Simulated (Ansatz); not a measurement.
# FH5OSi2: a ladder of functionals and wavefunction methods

An exercise on one series of results from a longer session: the logs are not shown, and one member is left open.

Program: Ansatz 0.2.0, Gaussian basis. Level of theory: functionals in def2-TZVPP, the program's frozen cores in correlated methods. These are calculated values, not measurements.

The runs, in order: LDA (SPW92), PBE-D4, revPBE-D4, BLYP-D4, r2SCAN-D4, B97M-V, PBE0-D4, B3LYP-D4, r2SCANh-D4, r2SCAN0-D4, HSE06-D4, BHLYP-D4, CAM-B3LYP-D4, LC-ωPBE, ωB97X-V, ωB97M-V, B2PLYP, PBE-QIDH; CCSD(T)/def2-SVP; CCSD(T)/def2-TZVPP; MP2/def2-QZVPP; extrapolation to the limit; RPA on PBE.

## Structure used throughout

An earlier PBE0-D4 in a triple-zeta def2 set relaxation fixed the geometry.

SMILES `O[SiH](F)[SiH3]`, 9 atoms, charge 0, spin multiplicity 1.

Atoms are counted from 1 here; the program's logs count them from 0.

Bond lengths: O1–Si2 1.636 Å, O1–H5 0.959 Å, Si2–F3 1.603 Å, Si2–Si4 2.339 Å, Si2–H6 1.488 Å, Si4–H7 1.487 Å, Si4–H8 1.487 Å, Si4–H9 1.486 Å. Angles: Si2–O1–H5 118.9°, O1–Si2–F3 110.2°, O1–Si2–Si4 106.9°, O1–Si2–H6 110.6°, F3–Si2–Si4 109.3°, F3–Si2–H6 105.0°, Si4–Si2–H6 114.9°, Si2–Si4–H7 109.6°, Si2–Si4–H8 109.5°, Si2–Si4–H9 110.3°, H7–Si4–H8 108.8°, H7–Si4–H9 109.3°, H8–Si4–H9 109.4°.

Set-up of the first run:

Contents of in.yaml:

```yaml
crystal:
  periodic: [false, false, false]
  atoms:
    - {symbol: O, position_ang: [-0.392489, -0.610847, 1.768130]}
    - {symbol: Si, position_ang: [-0.831498, -0.160569, 0.257704]}
    - {symbol: F, position_ang: [-1.775636, 1.133847, 0.319389]}
    - {symbol: Si, position_ang: [1.134955, 0.371145, -0.891685]}
    - {symbol: H, position_ang: [-1.050457, -1.005608, 2.343017]}
    - {symbol: H, position_ang: [-1.664560, -1.215402, -0.380595]}
    - {symbol: H, position_ang: [0.798675, 0.860601, -2.255229]}
    - {symbol: H, position_ang: [1.981710, -0.845183, -1.013900]}
    - {symbol: H, position_ang: [1.887802, 1.425615, -0.163831]}
basis:
  gaussian: {orbitals: def2-TZVPP}
hamiltonian: {xc: lda}
output: {orbitals: {seedname: orbitals}}
```

Among the steps run: LDA; PBE-D4 (GGA); revPBE-D4 (GGA); BLYP-D4 (GGA); r2SCAN-D4 (meta-GGA); B97M-V (meta-GGA); PBE0-D4 (hybrid); B3LYP-D4 (hybrid); r2SCANh-D4 (hybrid); r2SCAN0-D4 (hybrid); HSE06-D4 (hybrid); BHLYP-D4 (hybrid); CAM-B3LYP-D4 (range-separated); LC-ωPBE-D4 (range-separated; the results give it without D4); ωB97X-V (range-separated); ωB97M-V (range-separated); B2PLYP (double hybrid); PBE-QIDH (double hybrid).

One table of the session follows, with a row left open; its other results are not shown here.

It belongs to the step «Orbital energies across the functionals». 

| functional | HOMO (eV) | gap (eV) |
| --- | --- | --- |
| LDA (SPW92) | -7.12 | 5.84 |
| PBE-D4 | -7.06 | 5.96 |
| revPBE-D4 | -7.02 | 6.01 |
| BLYP-D4 | -6.96 | 5.98 |
| r2SCAN-D4 | -7.35 | 6.59 |
| B97M-V | -7.46 | 6.42 |
| PBE0-D4 | -8.30 | 8.05 |
| B3LYP-D4 | -8.11 | 7.64 |
| r2SCANh-D4 | -7.80 | 7.33 |
| r2SCAN0-D4 | -8.48 | 8.44 |
| HSE06-D4 | -7.90 | 7.28 |
| BHLYP-D4 | -9.46 | 10.06 |
| CAM-B3LYP-D4 | -9.63 | 10.37 |
| LC-ωPBE | ? | ? |
| ωB97X-V | -10.61 | 12.39 |
| ωB97M-V | -10.37 | 11.81 |

Q: Estimate the row for LC-ωPBE from the others.

**Answer.** HOMO (eV): -10.93; gap (eV): 12.84. In the column «HOMO (eV)» it is the lowest.
